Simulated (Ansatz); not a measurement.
# B6Cl6P4 (B6P4 zinc blende hole sphere): the cost of one run

Computed with Ansatz 0.2.0, Gaussian basis. Level: RKS PBE-D4/def2-SVP.

Levels to be run: relaxation at PBE-D4/def2-SVP; a single point at PBE0-D4/def2-SVP.

7 further runs of the same task are left out: 5 that didn't finish, 2 set aside as unsound or not needed. Runs told in other sessions of the task aren't counted.

## 1. The starting structure

16 atoms, charge 0, spin multiplicity 1.

Atoms are counted from 1 here; the program's logs count them from 0.

Bond lengths: P1–B5 1.946 Å, P1–B7 1.946 Å, P1–B8 1.946 Å, P2–B6 1.946 Å, P2–B7 1.946 Å, P2–B9 1.945 Å, P3–B5 1.945 Å, P3–B6 1.946 Å, P3–B10 1.947 Å, P4–B8 1.946 Å, P4–B9 1.946 Å, P4–B10 1.945 Å, B5–Cl11 1.757 Å, B6–Cl12 1.757 Å, B7–Cl13 1.757 Å, B8–Cl14 1.757 Å, B9–Cl15 1.758 Å, B10–Cl16 1.757 Å. Angles: B5–P1–B7 96.2°, B5–P1–B8 96.7°, B7–P1–B8 96.5°, B6–P2–B7 96.4°, B6–P2–B9 96.1°, B7–P2–B9 96.9°, B5–P3–B6 96.7°, B5–P3–B10 96.5°, B6–P3–B10 96.3°, B8–P4–B9 96.4°, B8–P4–B10 96.7°, B9–P4–B10 96.2°, P1–B5–P3 131.6°, P1–B5–Cl11 114.1°, P3–B5–Cl11 114.3°, P2–B6–P3 131.6°, P2–B6–Cl12 114.1°, P3–B6–Cl12 114.3° and more.

Geometry (Å):

```
P    -1.2577    1.1344   -1.3709
P     1.2588   -1.3585   -1.1324
P    -1.2566   -1.1308    1.3619
P     1.2469    1.3748    1.1333
B    -2.0548   -0.0013   -0.0061
B     0.0081   -2.0387    0.1948
B    -0.0051   -0.1937   -2.0454
B    -0.0008    2.0478   -0.1997
B     2.0498    0.0041    0.0087
B    -0.0049    0.1956    2.0424
Cl   -3.8122   -0.0088   -0.0138
Cl    0.0271   -3.7872    0.3707
Cl   -0.0193   -0.3740   -3.7935
Cl    0.0098    3.7959   -0.3767
Cl    3.8075   -0.0077    0.0342
Cl    0.0032    0.3481    3.7925
```

The start is a GFN1-xTB geometry.

## 2. Relaxation at PBE-D4/def2-SVP

in.yaml reads:

```yaml
crystal:
  periodic: [false, false, false]
  atoms:
    - {symbol: P, position_ang: [-1.257690, 1.134380, -1.370920]}
    - {symbol: P, position_ang: [1.258830, -1.358500, -1.132370]}
    - {symbol: P, position_ang: [-1.256560, -1.130830, 1.361930]}
    - {symbol: P, position_ang: [1.246940, 1.374810, 1.133270]}
    - {symbol: B, position_ang: [-2.054820, -0.001280, -0.006070]}
    - {symbol: B, position_ang: [0.008120, -2.038720, 0.194830]}
    - {symbol: B, position_ang: [-0.005060, -0.193670, -2.045430]}
    - {symbol: B, position_ang: [-0.000760, 2.047780, -0.199740]}
    - {symbol: B, position_ang: [2.049840, 0.004060, 0.008660]}
    - {symbol: B, position_ang: [-0.004920, 0.195650, 2.042390]}
    - {symbol: Cl, position_ang: [-3.812180, -0.008820, -0.013760]}
    - {symbol: Cl, position_ang: [0.027070, -3.787170, 0.370670]}
    - {symbol: Cl, position_ang: [-0.019330, -0.374050, -3.793460]}
    - {symbol: Cl, position_ang: [0.009840, 3.795880, -0.376700]}
    - {symbol: Cl, position_ang: [3.807470, -0.007660, 0.034220]}
    - {symbol: Cl, position_ang: [0.003200, 0.348130, 3.792470]}
basis:
  gaussian: {orbitals: def2-SVP}
hamiltonian: {xc: pbe, dispersion: d4}
scf: {lower_state_search: "off"}
output: {orbitals: {seedname: orbitals}}
relax: {f_tol: 0.03, max_steps: 70}
```

The run is started by

```
ansatz run in.yaml --threads 4 --pin off --events-out ev --progress --plain --max-ram 6963MiB
```

Q: Estimate wall time and peak memory on 4 threads of Arm Neoverse V1, shared host.

About 5.1 min, with a peak of 0.73 GiB.
